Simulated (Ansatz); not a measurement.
# CH3AgS: one species, many methods

One table from this session's results is given with a row withheld; the runs are named, their logs left out.

Computed with Ansatz 0.2.0, Gaussian basis. Level: functionals in def2-TZVPP, the program's frozen cores in correlated methods.

Levels to be run: LDA (SPW92), PBE-D4, revPBE-D4, BLYP-D4, r2SCAN-D4, B97M-V, PBE0-D4, B3LYP-D4, r2SCANh-D4, r2SCAN0-D4, HSE06-D4, BHLYP-D4, CAM-B3LYP-D4, LC-ωPBE, ωB97X-V, ωB97M-V, B2PLYP, PBE-QIDH; CCSD(T)/def2-SVP; CCSD(T)/def2-TZVPP; CCSD(T)/def2-QZVPP; extrapolation to the limit; RPA on PBE.

**Structure used throughout**

All runs share one geometry, relaxed beforehand with PBE0-D4 in a triple-zeta def2 set. Ag takes the def2 core potential; no spin-orbit term is included.

SMILES `C[S][Ag]`, 6 atoms, charge 0, spin multiplicity 1.

Atoms are counted from 1 here; the program's logs count them from 0.

Bond lengths: C1–S2 1.816 Å, C1–H4 1.092 Å, C1–H5 1.090 Å, C1–H6 1.090 Å, S2–Ag3 2.314 Å. Angles: S2–C1–H4 106.3°, S2–C1–H5 112.1°, S2–C1–H6 112.1°, H4–C1–H5 108.3°, H4–C1–H6 108.2°, H5–C1–H6 109.7°, C1–S2–Ag3 104.3°.

The first run:

in.yaml

```yaml
crystal:
  periodic: [false, false, false]
  atoms:
    - {symbol: C, position_ang: [-0.385043, 0.383184, -0.294041]}
    - {symbol: S, position_ang: [0.014946, -1.361207, 0.012366]}
    - {symbol: Ag, position_ang: [1.892740, -1.289445, 1.362692]}
    - {symbol: H, position_ang: [-1.272950, 0.386090, -0.930262]}
    - {symbol: H, position_ang: [0.415100, 0.900409, -0.822510]}
    - {symbol: H, position_ang: [-0.622593, 0.916969, 0.625555]}
basis:
  gaussian: {orbitals: def2-TZVPP}
hamiltonian: {xc: lda}
output: {orbitals: {seedname: orbitals}}
```

Launch:

```console
$ ansatz run in.yaml --threads 2 --pin off --events-out ev --progress --plain --max-ram 20480MiB --backend cpu
```

Among the steps run: LDA; PBE-D4 (GGA); revPBE-D4 (GGA); BLYP-D4 (GGA); r2SCAN-D4 (meta-GGA); B97M-V (meta-GGA); PBE0-D4 (hybrid); B3LYP-D4 (hybrid); r2SCANh-D4 (hybrid); r2SCAN0-D4 (hybrid); HSE06-D4 (hybrid); BHLYP-D4 (hybrid); CAM-B3LYP-D4 (range-separated); LC-ωPBE (range-separated); ωB97X-V (range-separated); ωB97M-V (range-separated); B2PLYP (double hybrid); PBE-QIDH (double hybrid).

One table of the session follows, with a row left open; its other results are not shown here.

It belongs to the step «Orbital energies across the functionals». 

```
  functional  HOMO (eV)  LUMO (eV)  gap (eV)
 LDA (SPW92)      -5.03      -3.62      1.41
      PBE-D4      -4.84      -3.37      1.47
   revPBE-D4      -4.77      -3.27      1.50
     BLYP-D4      -4.75      -3.38      1.38
   r2SCAN-D4      -4.97      -3.14      1.83
      B97M-V      -5.06      -3.33      1.73
     PBE0-D4      -5.84      -2.57      3.27
    B3LYP-D4      -5.71      -2.91      2.80
  r2SCANh-D4      -5.36      -2.85      2.51
  r2SCAN0-D4      -5.94      -2.43      3.51
    HSE06-D4      -5.45      -2.93      2.52
    BHLYP-D4      -6.77      -1.93      4.84
CAM-B3LYP-D4          ?          ?         ?
     LC-ωPBE      -8.27      -0.64      7.64
     ωB97X-V      -8.00      -0.77      7.23
     ωB97M-V      -7.89      -1.04      6.85
```

Q: Estimate the row for CAM-B3LYP-D4 from the others.

As computed: HOMO (eV): -7.11; LUMO (eV): -1.82; gap (eV): 5.29. In the column «HOMO (eV)» it lies between ωB97M-V (-7.89) and BHLYP-D4 (-6.77).
